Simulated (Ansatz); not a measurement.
# AlFH4SSi: the cost of one run

All numbers below are computed with Ansatz 0.2.0 (RKS B3LYP/def2-SVP).

**1. Starting point**

Bond lengths: F1–Al2 1.663 Å, Al2–Si3 2.411 Å, Al2–S4 2.215 Å, Si3–H5 1.475 Å, Si3–H6 1.475 Å, Si3–H7 1.475 Å, S4–H8 1.331 Å. Angles: F1–Al2–Si3 121.6°, F1–Al2–S4 109.7°, Si3–Al2–S4 128.7°, Al2–Si3–H5 111.4°, Al2–Si3–H6 112.5°, Al2–Si3–H7 113.6°, H5–Si3–H6 106.7°, H5–Si3–H7 106.3°, H6–Si3–H7 105.9°, Al2–S4–H8 89.3°.

As a file:

```xyz
8

F     0.5650   -1.5260   -1.6450
Al   -0.1008   -0.7781   -0.3172
Si    0.4345    1.5030    0.2507
S    -1.4400   -2.1911    0.7402
H     1.0035    2.2262   -0.9017
H    -0.7481    2.2683    0.6880
H     1.4199    1.6232    1.3414
H    -1.1339   -3.1255   -0.1564
```

**2. Relaxing end A**

input.yaml reads:

```yaml
crystal:
  periodic: [false, false, false]
  atoms:
    - { symbol: F, position_ang: [0.56502, -1.526, -1.64501] }
    - { symbol: Al, position_ang: [-0.1008, -0.77812, -0.31718] }
    - { symbol: Si, position_ang: [0.43448, 1.50303, 0.25073] }
    - { symbol: S, position_ang: [-1.44002, -2.19105, 0.74019] }
    - { symbol: H, position_ang: [1.00347, 2.22617, -0.90171] }
    - { symbol: H, position_ang: [-0.74814, 2.26829, 0.68799] }
    - { symbol: H, position_ang: [1.4199, 1.6232, 1.34141] }
    - { symbol: H, position_ang: [-1.1339, -3.12551, -0.15643] }
basis:
  gaussian: { orbitals: def2-SVP }
hamiltonian:
  xc: b3lyp
relax:
  f_tol: 0.015
  max_steps: 40
```

On the command line:

```bash
$ ansatz run input.yaml --threads 1 --pin off --max-ram 2048MiB --backend cpu --events-out ev --progress --plain --runs-dir out
```

What time and memory should one allow on 1 thread of Arm Neoverse N1, shared host?

About 2.8 min, with a peak of 0.17 GiB.
